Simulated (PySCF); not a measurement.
# [Sm(H2O)3]3+: other functionals and bases at one geometry

The task here is to estimate one member of a computed series from the others.

Method: several levels, as the steps say, no spin–orbit coupling; program: PySCF 2.14.0.

1 further run of the same task is left out (for a known fault of the program).

## The starting structure

10 atoms, charge 3, spin multiplicity 1.

Bond lengths: Sm1–O2 2.306 Å, Sm1–O5 2.306 Å, Sm1–O8 2.306 Å, O2–H3 0.988 Å, O2–H4 0.988 Å, O5–H6 0.988 Å, O5–H7 0.988 Å, O8–H9 0.988 Å, O8–H10 0.988 Å. Angles: O2–Sm1–O5 120.0°, O2–Sm1–O8 120.0°, O5–Sm1–O8 120.0°, Sm1–O2–H3 128.6°, Sm1–O2–H4 128.6°, H3–O2–H4 102.8°, Sm1–O5–H6 128.6°, Sm1–O5–H7 128.6°, H6–O5–H7 102.8°, Sm1–O8–H9 128.6°, Sm1–O8–H10 128.6°, H9–O8–H10 102.8°.

Coordinates:

```tsv
atom	x (Å)	y (Å)	z (Å)
Sm1	0.00000	0.00000	0.00000
O2	2.30647	-0.00001	0.00000
H3	2.92288	-0.76359	0.11041
H4	2.92289	0.76356	-0.11041
O5	-1.15322	1.99747	0.00000
H6	-0.80015	2.91309	0.11041
H7	-2.12271	2.14952	-0.11041
O8	-1.15325	-1.99745	0.00000
H9	-2.12273	-2.14950	0.11041
H10	-0.80019	-2.91308	-0.11041
```

Formal oxidation states: Sm +3. Each metal's 5 4f electrons lie in its core potential, so multiplicities, spins and levels count the valence alone. An earlier session relaxed this geometry at PBE0, Sm lcecp-1-SVP with ECP51, O def2-SVP, H def2-SVP (singlet, point group D3).

At PBE0 on the finer grid: E = -262.513739 Eh, HOMO -25.05 eV, LUMO -16.82 eV, Mulliken charge on Sm1 +2.00 e, largest force component 0.007 eV/Å. 

Levels to run: HF; r2SCAN; PBE0, TZVP. Hardware: 2 threads of Arm Neoverse V2, shared host.

Set-up of the first run:

The input, run.py (the lines that set the calculation):

```python
mol = gto.M(atom='''
Sm     0.00000     0.00000     0.00000
O      2.30647    -0.00001     0.00000
H      2.92288    -0.76359     0.11041
H      2.92289     0.76356    -0.11041
O     -1.15322     1.99747     0.00000
H     -0.80015     2.91309     0.11041
H     -2.12271     2.14952    -0.11041
O     -1.15325    -1.99745     0.00000
H     -2.12273    -2.14950     0.11041
H     -0.80019    -2.91308    -0.11041''',
    basis={'Sm': 'lcecp-1-SVP', 'O': 'def2-SVP', 'H': 'def2-SVP'},
    ecp={'Sm': 'lcecp-1-SVP'},
    charge=3, spin=0)
mf = scf.RHF(mol)
mf = mf.density_fit()  # fitting sets: Sm AutoAux, O def2-universal-JKFIT, H def2-universal-JKFIT
mf.conv_tol = 1e-08; mf.max_cycle = 55
mf.kernel(dm0)  # dm0: the density of the relaxed state
```

On the command line:

```bash
$ OMP_NUM_THREADS=2 python run.py
```

Among the steps run: HF; r2SCAN; PBE0, TZVP.

One of the session's tables, all rows but one given; the rest of the session is left out.

```
              level  HOMO (eV)  gap (eV)  charge on Sm1 (e)  largest force component (eV/Å)
PBE0 (relaxed here)     -25.05      8.24               2.00                            0.01
                 HF     -29.81     16.20               2.30                            1.53
             r2SCAN          ?         ?                  ?                               ?
         PBE0, TZVP     -25.07      8.32               2.22                            0.32
```

**Question.** Estimate the row for r2SCAN.

**Answer.** HOMO (eV): -23.63; gap (eV): 6.49; charge on Sm1 (e): 1.99; largest force component (eV/Å): 0.11. In the column «HOMO (eV)» it is the highest.

In one basis the HOMO–LUMO gap runs from 6.49 eV (r2SCAN) to 16.20 eV (HF). The largest leftover force, 1.53 eV/Å with HF, stands at a geometry relaxed at another level. With 4f in the core, its levels are missing from HOMO and gap, and its count is fixed, so no charge can pass from the ligands into it. Total energies of different levels can't be compared.
